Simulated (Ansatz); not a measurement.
# BCCD(T)/cc-pVDZ run of CH5BFN (SMILES CB(N)F)

What is the vertical singlet–triplet gap of CH5BFN at BCCD(T)/cc-pVDZ? 

The results are computed with Ansatz 0.2.0.

126 further runs of the same task are left out: 126 set aside as unsound or not needed.

## (1) The structure to begin with

The species is CH5BFN (9 atoms), meant as a singlet with charge 0. As SMILES, `CB(N)F`. The shape is that of a PBE0-D4/def2-TZVP optimisation.

Bond lengths: C1–B2 1.566 Å, B2–N3 1.396 Å, B2–F4 1.347 Å, C1–H5 1.094 Å, C1–H6 1.091 Å, C1–H7 1.094 Å, N3–H8 1.006 Å, N3–H9 1.003 Å. Some angles: C1–B2–N3 124.5°, C1–B2–F4 118.6°, N3–B2–F4 116.9°, B2–C1–H5 110.2°, B2–C1–H6 113.8°, B2–C1–H7 110.2°, B2–N3–H8 122.4°, B2–N3–H9 123.0°, H5–C1–H6 108.1°, H5–C1–H7 106.2°.

## (2) The energy at BCCD(T)/cc-pVDZ

Input file run.yaml:

```yaml
crystal:
  periodic: [false, false, false]
  atoms:
    - symbol: C
      position_ang: [-0.428400, 0.964700, -0.539000]
    - symbol: B
      position_ang: [0.098200, -0.482300, -0.251400]
    - symbol: "N"
      position_ang: [0.546200, -0.928100, 0.993800]
    - symbol: F
      position_ang: [0.128500, -1.370900, -1.263800]
    - symbol: H
      position_ang: [0.176600, 1.438400, -1.318100]
    - symbol: H
      position_ang: [-0.424000, 1.616300, 0.336600]
    - symbol: H
      position_ang: [-1.450400, 0.924300, -0.928000]
    - symbol: H
      position_ang: [0.878700, -1.865200, 1.143700]
    - symbol: H
      position_ang: [0.563100, -0.343500, 1.809000]
basis:
  gaussian: {orbitals: cc-pVDZ}
correlation: {method: bccd_t, frozen_orbitals: {B: 1, C: 1, F: 1, H: 0, "N": 1}}
accuracy: high
scf: {omitted_lower_state_checks: [cluster_reference, increment]}
```

Launch:

```sh
$ ansatz run run.yaml --threads 1 --pin off --max-ram 3480MiB --events-out events.jsonl --progress --plain --runs-dir runs
```

The log of the run:

```text
Warning: RAYON_NUM_THREADS=1 ignored (pool sized by the plan → 1); use --threads N
Functional definition: HF
  name "HF"
  exchange = exact_x
  correlation = 0
these checks for a lower state are left out or cut short: cluster_reference, increment
1903 factors; integrals over basis functions are off by at most 3.3e-9 eV
mean field evaluation 1: about -5969.5990 eV, gradient 3.7e1 eV
mean field evaluation 2: about -5969.6005 eV, gradient 3.7e1 eV
mean field evaluation 4: about -5972.5488 eV, gradient 2.9e0 eV
mean field evaluation 8: about -5972.5779 eV, gradient 1.2e-4 eV
mean field -5972.57786392 eV, -219.4881881403 hartree, gradient 6.3e-8 eV, S^2 0.000000; 0 other end points of the search recorded, 0 dependent functions left out
4 core orbitals not correlated: weight in the atoms' cores, before any rotation towards them, 1.000 or more for the frozen orbitals, at most 0.000 for the correlated occupied ones
reference -5972.57786392 eV, -219.4881881403 hartree; 12, 12 occupied and 65, 65 virtual orbitals, 1903 factors
second order -15.88953653 eV of doubles, -0.00000000 eV of singles
cycle   1  -16.41701902 eV  change   -5.3e-1 eV  update   8.2e-2
cycle   2  -16.73802106 eV  change   -3.2e-1 eV  update   2.6e-2
cycle   3  -16.82809871 eV  change   -9.0e-2 eV  update   1.4e-2
cycle   4  -16.82522763 eV  change    2.9e-3 eV  update   3.6e-3
cycle   5  -16.82132059 eV  change    3.9e-3 eV  update   1.2e-3
cycle   6  -16.82134532 eV  change   -2.5e-5 eV  update   4.7e-4
cycle   7  -16.82114291 eV  change    2.0e-4 eV  update   1.4e-4
cycle   8  -16.82109264 eV  change    5.0e-5 eV  update   4.5e-5
cycle   9  -16.82109627 eV  change   -3.6e-6 eV  update   1.5e-5
cycle  10  -16.82109806 eV  change   -1.8e-6 eV  update   5.1e-6
cycle  11  -16.82109809 eV  change   -2.4e-8 eV  update   2.0e-6
cycle  12  -16.82110053 eV  change   -2.4e-6 eV  update   6.5e-7
cycle  13  -16.82110082 eV  change   -2.9e-7 eV  update   2.0e-7
cycle  14  -16.82110115 eV  change   -3.3e-7 eV  update   6.8e-8
cycle  15  -16.82110121 eV  change   -6.0e-8 eV  update   2.9e-8
cycle  16  -16.82110113 eV  change    7.8e-8 eV  update   1.2e-7
cycle  17  -16.82110115 eV  change   -1.6e-8 eV  update   3.1e-8
cycle  18  -16.82110115 eV  change    1.9e-9 eV  update   9.3e-9
cycle  19  -16.82110114 eV  change    4.2e-9 eV  update   3.3e-9
cycle  20  -16.82110114 eV  change    1.5e-9 eV  update  8.4e-10
cycle  21  -16.82110114 eV  change   6.0e-10 eV  update  2.4e-10
perturbative correction -0.42410743 eV, -0.0155856605 hartree
Total energy: -5989.82307249 eV, -220.1219378660 hartree
Checks for a lower state left out: cluster_reference, increment
```

Wall time 22 s (1 thread of Arm Neoverse V1, shared host); peak memory 0.63 GiB.

## (3) The triplet

Input file input.yaml:

```yaml
crystal:
  periodic: [false, false, false]
  atoms:
    - symbol: C
      position_ang: [-0.428400, 0.964700, -0.539000]
    - symbol: B
      position_ang: [0.098200, -0.482300, -0.251400]
    - symbol: N
      position_ang: [0.546200, -0.928100, 0.993800]
    - symbol: F
      position_ang: [0.128500, -1.370900, -1.263800]
    - symbol: H
      position_ang: [0.176600, 1.438400, -1.318100]
    - symbol: H
      position_ang: [-0.424000, 1.616300, 0.336600]
    - symbol: H
      position_ang: [-1.450400, 0.924300, -0.928000]
    - symbol: H
      position_ang: [0.878700, -1.865200, 1.143700]
    - symbol: H
      position_ang: [0.563100, -0.343500, 1.809000]
basis:
  gaussian: {orbitals: cc-pVDZ}
magnetization: {spin_polarized: true, initial_magnetization: 2}
correlation: {method: bccd_t, frozen_orbitals: {B: 1, C: 1, F: 1, H: 0, "N": 1}}
accuracy: high
scf: {omitted_lower_state_checks: [cluster_reference, increment]}
```

Launch:

```sh
$ ansatz run input.yaml --threads 1 --pin off --max-ram 3480MiB --events-out events.jsonl --progress --plain --runs-dir runs
```

The log of the run:

```text
Warning: RAYON_NUM_THREADS=1 ignored (pool sized by the plan → 1); use --threads N
[... 15 lines left out ...]
4 core orbitals not correlated: weight in the atoms' cores, before any rotation towards them, 1.000 or more for the frozen orbitals, at most 0.000 for the correlated occupied ones
[... 46 lines left out ...]
Total energy: -5982.11148003 eV, -219.8385420701 hartree
Checks for a lower state left out: cluster_reference, increment
```

Wall time 2 min (1 thread of Arm Neoverse V1, shared host); peak memory 1.2 GiB.

## (4) Results

At BCCD(T)/cc-pVDZ, 4 core orbitals frozen:

```
                                            quantity          value
                               singlet: total energy  -220.12194 Eh
singlet: correlation energy (4 core orbitals frozen)     -633.7 mEh
                             singlet: (T) correction     -15.59 mEh
                               triplet: total energy  -219.83854 Eh
triplet: correlation energy (4 core orbitals frozen)     -607.4 mEh
                             triplet: (T) correction     -14.47 mEh
          triplet: ⟨S²⟩ of the reference determinant          2.021
    vertical energy of the triplet above the singlet       7.712 eV
```

At this shape the triplet lies 7.71 eV (744 kJ/mol) above the singlet. The triples (singlet) make up 2.5 % of the correlation energy. The triples (triplet) make up 2.4 % of the correlation energy.
